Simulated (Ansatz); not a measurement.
## AgB₂, space group P6/mmm: a test of the smearing width, step by step

Program: the Python package of Ansatz (0.2.0).

Run as a notebook:

In [1]:
```python
import ansatz as az
import matplotlib.pyplot as plt
from pymatgen.core import Lattice, Structure
from pymatgen.io.ase import AseAtomsAdaptor
```

In [2]:
```python
SETTINGS = {
    "functional": "r2scan",
    "k_density": 3.8,
}
```

In [3]:
```python
pmg_structure = Structure(
    Lattice([(3.0268, 0.0, 0.0), (-1.5134, 2.62129, 0.0), (0.0, 0.0, 4.06392)]),
    ["Ag", "B", "B"],
    [
        (0.0, 0.0, 0.0),
        (1 / 3, 2 / 3, 0.5),
        (2 / 3, 1 / 3, 0.5),
    ],
)
xtal = az.Crystal.from_ase(AseAtomsAdaptor.get_atoms(pmg_structure))
```

In [4]:
```python
[site.symbol for site in xtal.resolved().sites]
```
Out [4]:
```text
['Ag', 'B', 'B']
```

In [5]:
```python
model = (
    xtal.calculation()
    .functional(SETTINGS["functional"])
    .kpoints(density=SETTINGS["k_density"])
)
```

In [6]:
```python
rows = []
for value in [0.25, 0.15, 0.1, 0.05, 0.025]:
    data = model.occupations("fermi_dirac", width=value).run(threads=1).report
    rows.append((value, data["free_energy_ev"] / len(data["lattice"]["sites"]), data["n_iterations"], data["n_kpoints"]))
```
```text
DeckWarning: basis.ecutwfc = 500 eV, auto-derived from the records' recommended cutoffs: set by Ag (their level for a meta-GGA)
```

In [7]:
```python
print("  width (eV)   F/atom (eV)    iterations      k-points")
for row in rows:
    print(f"{str(row[0]):>12s}  {row[1]:12.5f}  {row[2]:12d}  {row[3]:12d}")
```
```text
  width (eV)   F/atom (eV)    iterations      k-points
        0.25   -2638.52635             6            56
        0.15   -2638.50991             6            56
         0.1   -2638.50527             6            56
        0.05   -2638.50258             6            56
       0.025   -2638.50179             7            56
```

In [8]:
```python
for row in rows[:-1]:
    shift = 1000 * (row[1] - rows[-1][1])
    print(f"{row[0]}: {shift:+.2f} meV/atom" + ("  (within 5 meV)" if abs(shift) < 5 else ""))
plt.figure(figsize=(4.5, 3))
plt.plot([str(row[0]) for row in rows], [1000 * (row[1] - rows[-1][1]) for row in rows], "o-")
plt.xlabel("width (eV)")
plt.ylabel("F - F(last) (meV/atom)")
plt.tight_layout()
plt.savefig("smear.png", dpi=100)
```
```text
0.25: -24.56 meV/atom
0.15: -8.11 meV/atom
0.1: -3.48 meV/atom  (within 5 meV)
0.05: -0.79 meV/atom  (within 5 meV)
```

Going from 0.025 to 0.25 eV changes F by -24.6 meV an atom. With this scheme F falls roughly as the square of the width; the report's estimate for zero width (energy_sigma0_ev) moves by only +1.8 meV.

Notes:
- The mesh is modest for a metal, so energies can be off by several to tens of meV an atom and pressures by half a GPa or more; differences at equal mesh fare better.
- A Fermi-Dirac width this large means warm electrons, whose thermal share enters the free energy.
- The narrowest width needs the finest mesh, so the last row is no converged reference.
- This cell is a computed structure, which may not be the phase found in nature.
- Warnings are shown shortened and without file and line.
- Wall time of the script: 14 s on 1 thread of Intel(R) Xeon(R) Platinum 8488C (Sapphire Rapids) (shared host), peak memory 0.54 GiB.

(Lines on the test bed's own set-up are left out of the output.)
